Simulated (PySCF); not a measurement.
# C₃H₁₀BN: electronic excitations and core binding energies

Wanted: the electronic excitations and core binding energies of C₃H₁₀BN (`[NH3+][BH2-]C1CC1`), by calculation.

Computed with PySCF 2.14.0, with density-fitted response routines of our own, on a single molecule in the gas phase. Atoms are numbered from 0 throughout.

### Step 1. Starting geometry

15 atoms, charge 0, multiplicity 1; geometry from: GFN2-xTB.

Bonds of the start (Å): N0–B1 1.66, B1–C2 1.61, C2–C3 1.51, C3–C4 1.50, C4–C2 1.50, N0–H5 1.01, N0–H6 1.01, N0–H7 1.01, B1–H8 1.19, B1–H9 1.19, C2–H10 1.09, C3–H11 1.08, C3–H12 1.08, C4–H13 1.08, C4–H14 1.08.

### Step 2. Ultraviolet spectrum: CAM-B3LYP/def2-SVPD

The job: settings as JSON, then the geometry in Å.

```
{"job": {"kind": "uv", "xc": "CAM-B3LYP", "basis": "def2-SVPD", "nstates": 8, "ntriplets": 3}, "charge": 0, "multiplicity": 1}
N      1.764573    -0.536673    -0.719044
B      0.902679    -0.363887     0.693737
C     -0.283768     0.641634     0.288478
C     -1.363323     0.200909    -0.667712
C     -1.693272     0.451411     0.769479
H      1.108401    -0.842227    -1.430006
H      2.508918    -1.214305    -0.602124
H      2.146037     0.367546    -0.972265
H      0.529901    -1.460665     0.968426
H      1.672956     0.090258     1.481114
H     -0.005052     1.688054     0.172867
H     -1.738462     0.896586    -1.407280
H     -1.364353    -0.826509    -1.007757
H     -1.900032    -0.403487     1.395360
H     -2.289617     1.319345     1.014817
```

Method: TDDFT CAM-B3LYP/def2-SVPD, vertical, gas phase, core orbitals frozen in the response.

The run is started by

```console
$ OMP_NUM_THREADS=1 python probes_run.py task.json out
```

This one command runs all jobs of the session in turn.

What it wrote:

```text
coarse grid: 11608 points
cycle   1  E = -199.5807927544  dE =  6.288e-01  |g| = 3.883e-01  |ddm| = 5.838e+00
cycle   2  E = -199.6058954197  dE = -2.510e-02  |g| = 3.072e-01  |ddm| = 1.192e+00
cycle   3  E = -199.6317654383  dE = -2.587e-02  |g| = 4.945e-02  |ddm| = 6.026e-01
cycle   4  E = -199.6323366804  dE = -5.712e-04  |g| = 1.567e-02  |ddm| = 1.113e-01
cycle   5  E = -199.6324017700  dE = -6.509e-05  |g| = 2.760e-03  |ddm| = 4.305e-02
cycle   6  E = -199.6324037465  dE = -1.977e-06  |g| = 8.616e-04  |ddm| = 7.734e-03
final grid: 109544 points
cycle   7  E = -199.6678531598  dE = -4.243e-05  |g| = 4.485e-03  |ddm| = 8.981e-02
cycle   8  E = -199.6678535713  dE = -4.115e-07  |g| = 4.509e-03  |ddm| = 1.518e-02
cycle   9  E = -199.6678582660  dE = -4.695e-06  |g| = 1.608e-04  |ddm| = 5.496e-03
cycle  10  E = -199.6678582726  dE = -6.612e-09  |g| = 1.244e-04  |ddm| = 8.495e-04
cycle  11  E = -199.6678582763  dE = -3.645e-09  |g| = 2.028e-05  |ddm| = 2.011e-04
cycle  12  E = -199.6678582764  dE = -1.268e-10  |g| = 4.223e-06  |ddm| = 7.148e-05
converged SCF energy = -199.6678582764

Static polarisability (au): isotropic 61.697, principal 55.770 60.392 68.928

Singlet excitations
state   eV       nm        f      main configurations
  1   6.4327    192.7   0.02229   H->L 0.94
  2   6.8352    181.4   0.00426   H-2->L 0.75, H-1->L 0.20
  3   7.0151    176.7   0.03358   H-1->L 0.72, H-2->L 0.19
  4   7.6213    162.7   0.00200   H->L+2 0.40, H->L+1 0.33, H-3->L 0.18
  5   7.6904    161.2   0.02011   H->L+3 0.56, H->L+2 0.22, H->L+1 0.09
  6   7.8729    157.5   0.03891   H->L+3 0.33, H->L+2 0.28, H->L+1 0.18
  7   7.9612    155.7   0.00873   H-1->L+2 0.68, H-1->L+3 0.10
  8   8.0988    153.1   0.01199   H-3->L 0.46, H->L+1 0.30

Triplet excitations (Tamm-Dancoff, eV): 6.3210 6.7378 6.8984
```

It took 45 s on 1 thread of Arm Neoverse N1, shared host; peak memory 0.77 GiB.

Frontier orbitals and where they lie:

```tsv
orbital	eV	atoms
HOMO−3	-10.11	B1 19 %, C3 17 %, C2 16 %
HOMO−2	-9.17	B1 31 %, C2 22 %, H8 22 %
HOMO−1	-8.99	C2 33 %, C4 32 %, C3 13 %
HOMO	-8.57	C3 27 %, C2 19 %, B1 19 %
LUMO	0.52	B1 24 %, H6 17 %, H7 16 %
LUMO+1	1.96	B1 20 %, C3 13 %, H5 12 %
LUMO+2	2.06	B1 16 %, C4 16 %, H14 11 %
```

With each of the 8 states as a Gaussian band of 0.4 eV half-width at 1/e, the curve within the window shown has maxima at 178 nm (ε 1,700), 158 nm (ε 3,000) L/(mol cm). Beyond the last state computed it falls off for lack of states. The curve at chosen wavelengths:

| nm | ε (L/mol/cm) |
| --- | --- |
| 148 | 700 |
| 151 | 1503 |
| 153 | 2116 |
| 156 | 2827 |
| 158 | 2997 |
| 161 | 2750 |
| 163 | 2373 |
| 166 | 1803 |
| 168 | 1560 |
| 171 | 1465 |
| 174 | 1572 |
| 176 | 1653 |
| 179 | 1691 |
| 181 | 1649 |
| 184 | 1529 |
| 186 | 1439 |
| 189 | 1312 |
| 192 | 1182 |
| 194 | 1083 |
| 197 | 904 |
| 199 | 771 |
| 202 | 568 |
| 204 | 443 |
| 207 | 285 |
| 209 | 204 |
| 212 | 116 |

Ground-state properties from the same run:

```tsv
property	computed
dipole moment (D)	4.82
polarisability (Å³)	9.14
HOMO–LUMO gap (eV)	9.09
−ε(HOMO) (eV)	8.57
```

### Step 3. X-ray photoelectron lines: SCAN, X2C

The job, as its differences from that of step 2:

```diff
@@ -1,2 +1,2 @@
-{"job": {"kind": "uv", "xc": "CAM-B3LYP", "basis": "def2-SVPD", "nstates": 8, "ntriplets": 3}, "charge": 0, "multiplicity": 1}
+{"job": {"kind": "xps"}, "charge": 0, "multiplicity": 1}
 N      1.764573    -0.536673    -0.719044
```

Method: delta-SCF UKS SCAN, pcX-2 on the ionised atom, pcseg-1 elsewhere, spin-free X2C.

What it wrote:

```text
ground state, core basis on atom 0 (N), 151 functions
  cycle   1  E = -199.78122641  |g| = 5.56e-01
  cycle   2  E = -199.71304418  |g| = 7.57e-01
  cycle   3  E = -199.87726463  |g| = 7.13e-02
  cycle   4  E = -199.87848000  |g| = 2.65e-02
  cycle   5  E = -199.87865597  |g| = 7.31e-03
  cycle   6  E = -199.87866618  |g| = 2.75e-03
  cycle   7  E = -199.87866862  |g| = 6.93e-04
  cycle   8  E = -199.87866937  |g| = 1.36e-04
  E(ground) = -199.88767152 Eh
hole in N 1s of atom 0
  cycle   1  E = -184.21782512  |g| = 1.85e+00
  cycle   2  E = -178.76581196  |g| = 3.34e+00
  cycle   3  E = -184.47958908  |g| = 8.35e-01
  cycle   4  E = -184.78455097  |g| = 4.61e-01
  cycle   5  E = -184.89347766  |g| = 6.44e-02
  cycle   6  E = -184.89548619  |g| = 1.46e-02
  cycle   7  E = -184.89558250  |g| = 7.13e-03
  cycle   8  E = -184.89561003  |g| = 2.67e-03
  cycle   9  E = -184.89561314  |g| = 1.21e-03
  cycle  10  E = -184.89561419  |g| = 3.78e-04
  E(ion) = -184.90449027 Eh   <S^2> = 0.7645   hole on atom = 1.000   binding energy = 407.713 eV
ground state, core basis on atom 1 (B), 151 functions
  cycle   1  E = -199.85922017  |g| = 4.85e-02
  cycle   2  E = -199.85920168  |g| = 2.25e-02
  cycle   3  E = -199.85928382  |g| = 1.38e-02
  cycle   4  E = -199.85933679  |g| = 2.63e-03
  cycle   5  E = -199.85933753  |g| = 3.71e-04
  E(ground) = -199.87178258 Eh
hole in B 1s of atom 1
  cycle   1  E = -192.32538349  |g| = 1.18e+00
  cycle   2  E = -191.76698760  |g| = 1.46e+00
  cycle   3  E = -192.69906485  |g| = 2.77e-01
  cycle   4  E = -192.73129671  |g| = 1.30e-01
  cycle   5  E = -192.73973300  |g| = 2.60e-02
  cycle   6  E = -192.74005054  |g| = 6.26e-03
  cycle   7  E = -192.74007282  |g| = 4.19e-03
  cycle   8  E = -192.74008167  |g| = 1.81e-03
  cycle   9  E = -192.74008464  |g| = 8.82e-04
  cycle  10  E = -192.74008440  |g| = 2.68e-04
  E(ion) = -192.75360411 Eh   <S^2> = 0.7695   hole on atom = 1.000   binding energy = 193.696 eV
ground state, core basis on atom 2 (C), 151 functions
  cycle   1  E = -199.86717243  |g| = 5.71e-02
  cycle   2  E = -199.86714810  |g| = 1.67e-02
  cycle   3  E = -199.86711503  |g| = 2.01e-02
  cycle   4  E = -199.86721659  |g| = 1.20e-03
  cycle   5  E = -199.86721579  |g| = 4.02e-04
  E(ground) = -199.87828888 Eh
hole in C 1s of atom 2
  cycle   1  E = -188.66789442  |g| = 1.52e+00
  cycle   2  E = -187.85206225  |g| = 1.93e+00
  cycle   3  E = -189.18704783  |g| = 3.64e-01
  cycle   4  E = -189.23650470  |g| = 1.17e-01
  cycle   5  E = -189.24174480  |g| = 4.57e-02
  cycle   6  E = -189.24275647  |g| = 7.32e-03
  cycle   7  E = -189.24279169  |g| = 3.43e-03
  cycle   8  E = -189.24279970  |g| = 2.16e-03
  cycle   9  E = -189.24280276  |g| = 9.09e-04
  cycle  10  E = -189.24280366  |g| = 2.10e-04
  E(ion) = -189.25236271 Eh   <S^2> = 0.7710   hole on atom = 1.000   binding energy = 289.146 eV
ground state, core basis on atom 3 (C), 151 functions
  cycle   1  E = -199.86776717  |g| = 5.83e-02
  cycle   2  E = -199.86767148  |g| = 2.71e-02
  cycle   3  E = -199.86768848  |g| = 2.57e-02
  cycle   4  E = -199.86785584  |g| = 1.23e-03
  cycle   5  E = -199.86785545  |g| = 1.99e-04
  E(ground) = -199.87869438 Eh
hole in C 1s of atom 3
  cycle   1  E = -188.64827242  |g| = 1.51e+00
  cycle   2  E = -187.90142750  |g| = 1.88e+00
  cycle   3  E = -189.16811715  |g| = 3.42e-01
  cycle   4  E = -189.21345806  |g| = 9.12e-02
  cycle   5  E = -189.21687049  |g| = 3.38e-02
  cycle   6  E = -189.21745008  |g| = 1.03e-02
  cycle   7  E = -189.21750340  |g| = 4.78e-03
  cycle   8  E = -189.21751876  |g| = 1.87e-03
  cycle   9  E = -189.21752188  |g| = 1.18e-03
  cycle  10  E = -189.21752281  |g| = 3.72e-04
  E(ion) = -189.22730110 Eh   <S^2> = 0.7708   hole on atom = 1.000   binding energy = 289.839 eV
```

It took 90 s on 1 thread of Arm Neoverse N1, shared host; peak memory 0.64 GiB.

The holes in one table. −ε is the ground-state orbital energy:

```tsv
hole	stands for	environment	ΔSCF (eV)	−ε (eV)	⟨S²⟩
N1s on N0	N0	donor nitrogen of a Lewis adduct	407.71	388.0	0.765
B1s on B1	B1	boron bonded to C, N, 2 H	193.70	178.1	0.770
C1s on C2	C2	three-membered-ring carbon	289.15	272.4	0.771
C1s on C3	C3, C4	three-membered-ring carbon	289.84	273.0	0.771
```

Each hole run stands for the others of its class of like atoms.

### Step 4. What came out

```
                                quantity                        value
    lowest singlet (CAM-B3LYP/def2-SVPD)  6.43 eV (193 nm), f = 0.022
brightest single state of those computed  state 6, 7.87 eV, f = 0.039
                          lowest triplet                      6.32 eV
        C1s binding energies, SCAN/pcX-2      C3 289.84, C2 289.15 eV
        N1s binding energies, SCAN/pcX-2                 N0 407.71 eV
        B1s binding energies, SCAN/pcX-2                 B1 193.70 eV
```

The first singlet state (HOMO→LUMO 0.94) lies at 6.43 eV and is weak; of the 8 states computed, the strongest absorption comes from state 6 at 7.87 eV. The lowest triplet lies 0.11 eV below the lowest singlet (triplets in Tamm-Dancoff, singlets in full TDDFT). The C1s levels kept as sound span 0.69 eV, from C2 (three-membered-ring carbon) up to C3 (three-membered-ring carbon).
